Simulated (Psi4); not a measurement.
# BNH3OF (SMILES NB(O)F): DSD-PBEP86/6-311+G(d,p) (density fitting for correlation)

What is the vertical ionisation energy of BNH3OF at DSD-PBEP86/6-311+G** (density fitting for correlation)? 

The results are computed with Psi4 1.11.

1 further run of the same task is left out (set aside as unsound or not needed).

## (1) Starting point

BNH3OF: 7 atoms, total charge 0, spin state singlet. As SMILES, `NB(O)F`. Geometry: relaxed at PBE0-D4/def2-TZVP. This is one conformer, not always the lowest.

Bond lengths: N1–B2 1.406 Å, B2–O3 1.363 Å, B2–F4 1.337 Å, N1–H5 1.004 Å, N1–H6 1.003 Å, O3–H7 0.957 Å. Angles: N1–B2–O3 125.7°, N1–B2–F4 118.3°, O3–B2–F4 116.0°, B2–N1–H5 121.1°, B2–N1–H6 124.7°, B2–O3–H7 114.6°, H5–N1–H6 114.2°.

## (2) The energy at DSD-PBEP86/6-311+G(d,p) (density fitting for correlation)

File bfh3no.in:

```
memory 2200 mb

molecule mol {
  0 1
  N     -0.531800     0.753400    -0.032100
  B      0.039300    -0.505700    -0.288800
  O      1.106300    -1.044300     0.367000
  F     -0.494800    -1.258200    -1.256300
  H     -1.320400     1.081700    -0.559700
  H     -0.210100     1.394300     0.668500
  H      1.472700    -0.489200     1.055700
  symmetry c1
  no_reorient
  no_com
}

set {
  basis 6-311+G**
  puream true
  e_convergence 1e-09
  d_convergence 1e-08
  scf_type pk
  dft_radial_points 99
  dft_spherical_points 590
  num_frozen_docc 4
}

energy("dsd-pbep86")
```

Started as:

```sh
psi4 -n 1 bfh3no.in bfh3no.out
```

bfh3no.out:

```text
[...]
  Running in c1 symmetry.
[...]
  Nuclear repulsion =  114.658705407158465
[...]
  Multiplicity = 1
[...]
  Nalpha       = 16
  Nbeta        = 16
[...]
    Number of basis functions: 106
[...]
   @RKS iter   1:  -255.70140283420872   -7.76752e-01   7.24295e-03 DIIS/ADIIS
[...]
   @RKS iter  11:  -255.92179562511015   -1.27045e-11   5.49616e-09 DIIS
[...]
    Orbital Energies [Eh]
    ---------------------
    Doubly Occupied:
       1A    -25.715018     2A    -20.074261     3A    -15.124597
       4A     -7.374455     5A     -1.460775     6A     -1.262139
       7A     -1.075983     8A     -0.726756     9A     -0.677619
      10A     -0.644412    11A     -0.608712    12A     -0.592908
      13A     -0.545281    14A     -0.502414    15A     -0.483953
      16A     -0.390712
[...]
  @RKS Final Energy:  -255.92179562511015
   => Energetics <=
    Nuclear Repulsion Energy =            114.6587054071584646
    One-Electron Energy =                -580.2809107669691002
    Two-Electron Energy =                 218.6034836462283693
    DFT Exchange-Correlation Energy =      -8.9030739115278674
    Empirical Dispersion Energy =           0.0000000000000000
    VV10 Nonlocal Energy =                  0.0000000000000000
    Total Energy =                       -255.9217956251101498
[...]
 Multipole Moments:
 ------------------------------------------------------------------------------------
     Multipole            Electronic (a.u.)      Nuclear  (a.u.)        Total (a.u.)
 ------------------------------------------------------------------------------------
 L = 1.  Multiply by 2.5417464519 to convert [e a0] to [Debye]
 Dipole X            :         -1.5477957            1.5369143           -0.0108814
 Dipole Y            :         29.5449326          -28.2440356            1.3008969
 Dipole Z            :         17.5756208          -16.7711304            0.8044904
 Magnitude           :                                                    1.5295934
[...]
```

Wall time 18 s (1 thread of Intel Xeon Platinum 8375C at 2.90GHz (Ice Lake), shared host); peak memory 0.97 GiB.

## (3) The doublet cation at the same level

File input.json:

```json
{
  "schema_name": "qcschema_input",
  "schema_version": 1,
  "molecule": {
    "schema_name": "qcschema_molecule",
    "schema_version": 2,
    "symbols": ["N", "B", "O", "F", "H", "H", "H"],
    "geometry": [-1.00495635, 1.42371966, -0.06066021, 0.07426624, -0.9556345, -0.5457529, 2.09060401, -1.97344099, 0.69352949, -0.93503649, -2.37765341, -2.37406293, -2.49519437, 2.04411675, -1.05767971, -0.39703146, 2.63484514, 1.26328191, 2.78299966, -0.92445402, 1.99498387],
    "molecular_charge": 1,
    "molecular_multiplicity": 2,
    "fix_symmetry": "c1"
  },
  "driver": "energy",
  "model": {
    "method": "dsd-pbep86",
    "basis": "6-311+G**"
  },
  "keywords": {
    "reference": "uks",
    "puream": true,
    "e_convergence": 1e-09,
    "d_convergence": 1e-08,
    "scf_type": "pk",
    "dft_radial_points": 99,
    "dft_spherical_points": 590,
    "num_frozen_docc": 4,
    "maxiter": 100
  }
}
```

Started as:

```sh
psi4 --qcschema input.json -n 1 --memory 2200MB
```

stdout:

```text
[...]
  Running in c1 symmetry.
[...]
  Nuclear repulsion =  114.658705495019618
[...]
  Multiplicity = 2
[...]
  Nalpha       = 16
  Nbeta        = 15
[...]
    Number of basis functions: 106
[...]
   @UKS iter   1:  -255.41181276873374   -4.87162e-01   5.37789e-03 ADIIS/DIIS
[...]
   @UKS iter  16:  -255.54221874468197   -1.05160e-12   3.40365e-09 DIIS
[...]
   @S^2 Observed:                7.600037367E-01
[...]
    Orbital Energies [Eh]
    ---------------------
    Alpha Occupied:
       1A    -25.950077     2A    -20.323594     3A    -15.555141
       4A     -7.656186     5A     -1.692547     6A     -1.514508
       7A     -1.484196     8A     -1.028688     9A     -1.014117
      10A     -0.948660    11A     -0.884037    12A     -0.864348
      13A     -0.800751    14A     -0.781951    15A     -0.751240
      16A     -0.715113
    Alpha Virtual:
      17A     -0.168476    18A     -0.110353    19A     -0.097953
      20A     -0.086183    21A     -0.072658    22A     -0.051480
      23A     -0.035201    24A     -0.021053    25A     -0.003040
[...]
  @UKS Final Energy:  -255.54221874468197
   => Energetics <=
    Nuclear Repulsion Energy =            114.6587054950196176
    One-Electron Energy =                -571.2713047347525617
    Two-Electron Energy =                 209.8725702614486863
    DFT Exchange-Correlation Energy =      -8.8021897663977064
    Empirical Dispersion Energy =           0.0000000000000000
    VV10 Nonlocal Energy =                  0.0000000000000000
    Total Energy =                       -255.5422187446819748
[...]
 Multipole Moments:
 ------------------------------------------------------------------------------------
     Multipole            Electronic (a.u.)      Nuclear  (a.u.)        Total (a.u.)
 ------------------------------------------------------------------------------------
 L = 1.  Multiply by 2.5417464519 to convert [e a0] to [Debye]
 Dipole X            :         -0.9791196            0.3641782           -0.6149414
 Dipole Y            :         -0.9529006            4.0138763            3.0609757
 Dipole Z            :         -1.5080123            2.8517547            1.3437424
 Magnitude           :                                                    3.3990247
[...]
```

The result, in JSON:

```text
{
 "driver": "energy",
 "model": {
  "method": "dsd-pbep86",
  "basis": "6-311+G**"
 },
 "success": true,
 "return_result": -255.8751847490134,
 "properties": {
  "calcinfo_nbasis": 106,
  "calcinfo_nmo": 106,
  "calcinfo_nalpha": 16,
  "calcinfo_nbeta": 15,
  "calcinfo_natom": 7,
  "nuclear_repulsion_energy": 114.65870549501962,
  "return_energy": -255.8751847490134,
  "scf_one_electron_energy": -571.2713047347526,
  "scf_two_electron_energy": 209.8725702614487,
  "scf_xc_energy": -8.802189766397706,
  "scf_dipole_moment": [-0.614941357087482, 3.0609757376688176, 1.3437423813820815],
  "scf_total_energy": -255.54221874468197,
  "scf_iterations": 16
 }
}
```

Run time: 35 s. Hardware: 1 thread of Intel Xeon Platinum 8375C at 2.90GHz (Ice Lake), shared host; peak memory 0.96 GiB.

## (4) Outcome

Level: DSD-PBEP86/6-311+G** (density fitting for correlation), 4 core orbitals frozen.

| quantity | value |
| --- | --- |
| singlet BNH3OF: total energy | -256.27485 Eh |
| singlet BNH3OF: HOMO energy (SCF part's orbitals) | -10.63 eV |
| singlet BNH3OF: LUMO energy (SCF part's orbitals) | 0.63 eV |
| singlet BNH3OF: HOMO–LUMO gap (SCF part's orbitals) | 11.26 eV |
| doublet cation: total energy | -255.87518 Eh |
| doublet cation: HOMO energy (SCF part's orbitals) (highest over α and β) | -18.77 eV |
| doublet cation: LUMO energy (SCF part's orbitals) (lowest over α and β) | -10.22 eV |
| doublet cation: ⟨S²⟩ | 0.760 |
| vertical ionisation energy (to the doublet cation) | 10.875 eV |

Removing an electron at fixed nuclei costs 10.88 eV (1049 kJ/mol). −ε(HOMO) before ionisation, 10.63 eV, is 0.24 eV below this ionisation energy.
